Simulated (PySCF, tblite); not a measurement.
**C4H8BNO3: geometry, infrared bands and NMR shifts**

What infrared bands and NMR shifts should C4H8BNO3 (`C=CC(=O)NCB(O)O`) show?

Computed with tblite 0.8.0 and PySCF 2.14.0, with density-fitted response routines of our own, on a single molecule in the gas phase. Atoms count from 0, in the outputs and in this text.

## 1. The molecule as given

17 atoms, charge 0, multiplicity 1; geometry from: force field or distance geometry start.

Bonds of the start (Å): C0–C1 1.34, C1–C2 1.45, C2–O3 1.29, C2–N4 1.42, N4–C5 1.46, C5–B6 1.57, B6–O7 1.47, B6–O8 1.48, C0–H9 1.08, C0–H10 1.08, C1–H11 1.06, N4–H12 1.04, C5–H13 1.10, C5–H14 1.12, O7–H15 0.98, O8–H16 1.00.

## 2. Optimising the geometry with GFN2-xTB

Job settings and geometry (Å):

```
{"job": {"kind": "relax", "xc": "GFN2-xTB", "basis": "xTB"}, "charge": 0, "multiplicity": 1}
C      3.010600    -0.462100    -0.513200
C      2.193500     0.443600    -1.058500
C      0.910000     0.799000    -0.486100
O      0.197500     1.690600    -1.091700
N      0.363500     0.227200     0.698400
C     -0.943000     0.635400     1.194700
B     -2.076800     0.364000     0.149800
O     -2.473200     1.350700    -0.863400
O     -3.194600    -0.491600     0.613600
H      3.938200    -0.635600    -1.029100
H      2.773300    -1.012700     0.389700
H      2.494200     0.941700    -1.949700
H      0.900200    -0.495200     1.220900
H     -0.841600     1.689300     1.508300
H     -1.132000     0.017100     2.108300
H     -3.240700     1.035300    -1.391500
H     -2.886100    -1.435200     0.489600
```

Run with:

```console
$ OMP_NUM_THREADS=1 python probes_run.py task.json out
```

One launch serves the whole session: the jobs run in the order shown.

**Question.** This job is followed by: GFN2-xTB harmonic vibrations, gas phase; GIAO PBE0/pcSseg-1 NMR shielding, non-relativistic, gas phase. What will the session give for the following? strongest single infrared mode (GFN2-xTB); zero-point energy (GFN2-xTB); ¹³C shifts against TMS (PBE0/pcSseg-1); ¹H shifts against TMS (PBE0/pcSseg-1, means over atoms taken as alike); ¹⁷O shifts against H2O (PBE0/pcSseg-1, means over atoms taken as alike); ¹⁵N shifts against NH3 (PBE0/pcSseg-1); ¹¹B shifts against BF3·OEt2 (PBE0/pcSseg-1).

The runs gave:

| quantity | value |
| --- | --- |
| strongest single infrared mode (GFN2-xTB) | 3281 cm⁻¹, 447 km/mol |
| zero-point energy (GFN2-xTB) | 79.8 kcal/mol |
| ¹³C shifts against TMS (PBE0/pcSseg-1) | 173.4, 145.6, 126.9, 33.8 ppm |
| ¹H shifts against TMS (PBE0/pcSseg-1, means over atoms taken as alike) | 6.48, 6.44, 5.80, 5.77, 5.44, 2.89 ppm |
| ¹⁷O shifts against H2O (PBE0/pcSseg-1, means over atoms taken as alike) | 369.7, 135.3 ppm |
| ¹⁵N shifts against NH3 (PBE0/pcSseg-1) | 123.7 ppm |
| ¹¹B shifts against BF3·OEt2 (PBE0/pcSseg-1) | 26.3 ppm |

**Reading.** Over 223 steps the energy fell by 2.043 eV; of the close pairs, B6–O8 changed most, 1.482 to 1.340 Å. All 45 modes are real, so the xTB geometry is a minimum. The strongest single mode, at 3281 cm⁻¹, moves mainly H16. GFN2-xTB is a fitted tight-binding method: band positions and strengths are rough. Its intensities can rank the bands wrongly. At PBE0/pcSseg-1: The largest span, 647 ppm, is at O3, where the paramagnetic term is -438 ppm.
